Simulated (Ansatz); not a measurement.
Here is an Ansatz input file for CH6BFO2Si, SMILES COB(F)O[SiH3]. Write the same calculation for the Python package.

```yaml
crystal:
  periodic: [false, false, false]
  atoms:
    - { symbol: C, position_ang: [-1.5223, -1.3906, 0.8877] }
    - { symbol: O, position_ang: [-1.184, -0.5262, -0.1983] }
    - { symbol: B, position_ang: [-0.3262, 0.5342, 0.3071] }
    - { symbol: F, position_ang: [-0.7817, 1.7892, 0.7889] }
    - { symbol: O, position_ang: [1.1526, 0.3005, 0.3785] }
    - { symbol: Si, position_ang: [1.7878, 0.8836, -1.102] }
    - { symbol: H, position_ang: [-2.1237, -0.7752, 1.644] }
    - { symbol: H, position_ang: [-0.6575, -1.8387, 1.3358] }
    - { symbol: H, position_ang: [-2.2354, -2.1221, 0.5251] }
    - { symbol: H, position_ang: [3.248, 0.678, -1.0809] }
    - { symbol: H, position_ang: [1.4902, 2.3016, -1.251] }
    - { symbol: H, position_ang: [1.2293, 0.1105, -2.2008] }
basis:
  gaussian: { orbitals: def2-SVP }
correlation:
  method: mp2
output:
  forces: true
```

Launched from the shell:
```console
$ ansatz run input.yaml --threads 1 --pin off --max-ram 4096MiB --backend cpu --events-out ev --progress --plain --runs-dir out
Engine: ansatz 0.2.0, aarch64-unknown-linux-gnu
Functional definition: HF
  exchange = exact_x
  correlation = 0
1144 factors; integrals over basis functions are off by at most 1.1e-3 eV
mean field evaluation 1: about -16429.8590 eV, gradient 4.4e1 eV
mean field evaluation 2: about -16429.9451 eV, gradient 4.4e1 eV
mean field evaluation 4: about -16434.0812 eV, gradient 3.8e0 eV
mean field evaluation 8: about -16434.1316 eV, gradient 3.1e-1 eV
mean field -16434.13189405 eV, -603.9432076517 hartree, gradient 2.8e-6 eV, S^2 0.000000; 0 other end points of the search recorded, 0 dependent functions left out
10 core orbitals not correlated: weight in the atoms' cores, before any rotation towards them, 1.000 or more for the frozen orbitals, at most 0.000 for the correlated occupied ones
reference -16434.13189405 eV, -603.9432076517 hartree; 18, 18 occupied and 90, 90 virtual orbitals, 1144 factors
second order -23.95134382 eV of doubles, -0.00000000 eV of singles
the calculation of the forces begins
mean field evaluation 16: about -16434.0092 eV, gradient 5.7e-1 eV
Total energy: -16458.08323787 eV, -604.8234033024 hartree
Atom 0 at    -1.522300    -1.390600     0.887700 Å, force    -2.043426     1.847481     0.488496 eV/Å
Atom 1 at    -1.184000    -0.526200    -0.198300 Å, force     1.913299     2.729662     1.296149 eV/Å
Atom 2 at    -0.326200     0.534200     0.307100 Å, force     1.163388    -0.465366     0.536020 eV/Å
Atom 3 at    -0.781700     1.789200     0.788900 Å, force     0.671400    -3.055008    -1.255221 eV/Å
Atom 4 at     1.152600     0.300500     0.378500 Å, force    -3.828324     1.170003    -1.064496 eV/Å
Atom 5 at     1.787800     0.883600    -1.102000 Å, force     0.880668    -0.580031     0.779507 eV/Å
Atom 6 at    -2.123700    -0.775200     1.644000 Å, force     0.898428    -0.885965    -0.459627 eV/Å
Atom 7 at    -0.657500    -1.838700     1.335800 Å, force     0.733637    -0.511781     0.429249 eV/Å
Atom 8 at    -2.235400    -2.122100     0.525100 Å, force     0.021667    -0.554480    -0.279622 eV/Å
Atom 9 at     3.248000     0.678000    -1.080900 Å, force     0.039075     0.026855     0.061523 eV/Å
Atom 10 at     1.490200     2.301600    -1.251000 Å, force    -0.165168     0.438640    -0.100681 eV/Å
Atom 11 at     1.229300     0.110500    -2.200800 Å, force    -0.284645    -0.160010    -0.431297 eV/Å
Dipole moment:    -0.037351    -0.239709     0.026133 e Å
```

`deck_ch6bfo2si.py`:
```python
"""CH6BFO2Si through the session interface."""

import ansatz as az
import numpy as np


def main() -> None:
    deck = {
        "crystal": {
            "periodic": [False, False, False],
            "atoms": [
                {"symbol": "C", "position_ang": [-1.5223, -1.3906, 0.8877]},
                {"symbol": "O", "position_ang": [-1.184, -0.5262, -0.1983]},
                {"symbol": "B", "position_ang": [-0.3262, 0.5342, 0.3071]},
                {"symbol": "F", "position_ang": [-0.7817, 1.7892, 0.7889]},
                {"symbol": "O", "position_ang": [1.1526, 0.3005, 0.3785]},
                {"symbol": "Si", "position_ang": [1.7878, 0.8836, -1.102]},
                {"symbol": "H", "position_ang": [-2.1237, -0.7752, 1.644]},
                {"symbol": "H", "position_ang": [-0.6575, -1.8387, 1.3358]},
                {"symbol": "H", "position_ang": [-2.2354, -2.1221, 0.5251]},
                {"symbol": "H", "position_ang": [3.248, 0.678, -1.0809]},
                {"symbol": "H", "position_ang": [1.4902, 2.3016, -1.251]},
                {"symbol": "H", "position_ang": [1.2293, 0.1105, -2.2008]},
            ],
        },
        "basis": {"gaussian": {"orbitals": "def2-SVP"}},
        "correlation": {"method": "mp2"},
        "output": {"forces": True},
    }
    session = az.Session.from_dict(deck)
    summary = session.plan(threads=1).execute().report

    print(f"E = {summary['free_energy_ev']:.6f} eV = {summary['free_energy_ev'] / 27.211386246:.7f} Ha")
    print("converged:", summary["converged"], " doubts:", summary["published_state_doubts"] or "none")
    symbols = ["C", "O", "B", "F", "O", "Si", "H", "H", "H", "H", "H", "H"]
    parts = summary["correlation"]
    for name in ("random_phase", "coupled_cluster", "perturbative"):
        if name in parts:
            print(f"{name:16s} {parts[name]['energy']['hartree']:12.7f} Ha")
    if "second_order" in parts:
        pair = parts["second_order"]
        print(f"MP2 same spin {pair['same_spin']['hartree']:.7f} Ha, opposite spin {pair['opposite_spin']['hartree']:.7f} Ha")

    print("forces (eV/A)")
    for symbol, f in zip(symbols, summary["forces_ev_ang"]):
        print(f"  {symbol:2s} {f[0]:9.4f} {f[1]:9.4f} {f[2]:9.4f}")
    charges = summary["charge_distribution"]
    dipole = np.array(charges["dipole_moment_e_ang"]) * 4.803205
    print("dipole (D): {:.3f} {:.3f} {:.3f}, length {:.3f}".format(*dipole, np.linalg.norm(dipole)))
    print("atom  Mulliken   Lowdin")
    for symbol, m, l in zip(symbols, charges["mulliken_charges_e"], charges["lowdin_charges_e"]):
        print(f"{symbol:4s} {m:9.3f} {l:8.3f}")


if __name__ == "__main__":
    main()
```

```console
$ python deck_ch6bfo2si.py
E = -16458.083238 eV = -604.8234033 Ha
converged: True  doubts: none
MP2 same spin -0.2183279 Ha, opposite spin -0.6618678 Ha
forces (eV/A)
  C    -2.0434    1.8475    0.4885
  O     1.9133    2.7297    1.2961
  B     1.1634   -0.4654    0.5360
  F     0.6714   -3.0550   -1.2552
  O    -3.8283    1.1700   -1.0645
  Si    0.8807   -0.5800    0.7795
  H     0.8984   -0.8860   -0.4596
  H     0.7336   -0.5118    0.4292
  H     0.0217   -0.5545   -0.2796
  H     0.0391    0.0269    0.0615
  H    -0.1652    0.4386   -0.1007
  H    -0.2846   -0.1600   -0.4313
dipole (D): -0.179 -1.151 0.126, length 1.172
atom  Mulliken   Lowdin
C        0.147    0.136
O       -0.399    0.082
B        0.495   -0.506
F       -0.211    0.135
O       -0.502    0.012
Si       0.689    0.430
H        0.044    0.012
H        0.054   -0.008
H        0.054   -0.013
H       -0.126   -0.099
H       -0.123   -0.090
H       -0.122   -0.091
```

What to keep in mind:
- Total energies depend on the basis set; only differences at equal settings carry meaning.
- The geometry is a force-field or estimated start, not a minimum of this method, and the basis set is short of its limit.
- The Löwdin charges here are taken after orthogonalising the functions within each atom; they differ from plain Löwdin charges, and their signs can be unphysical.
- Finished in 6.5 s on 1 thread of Arm Neoverse V1, with other jobs on the host, peak memory 0.34 GiB.

(Lines on the test bed's own set-up are left out of the output.)
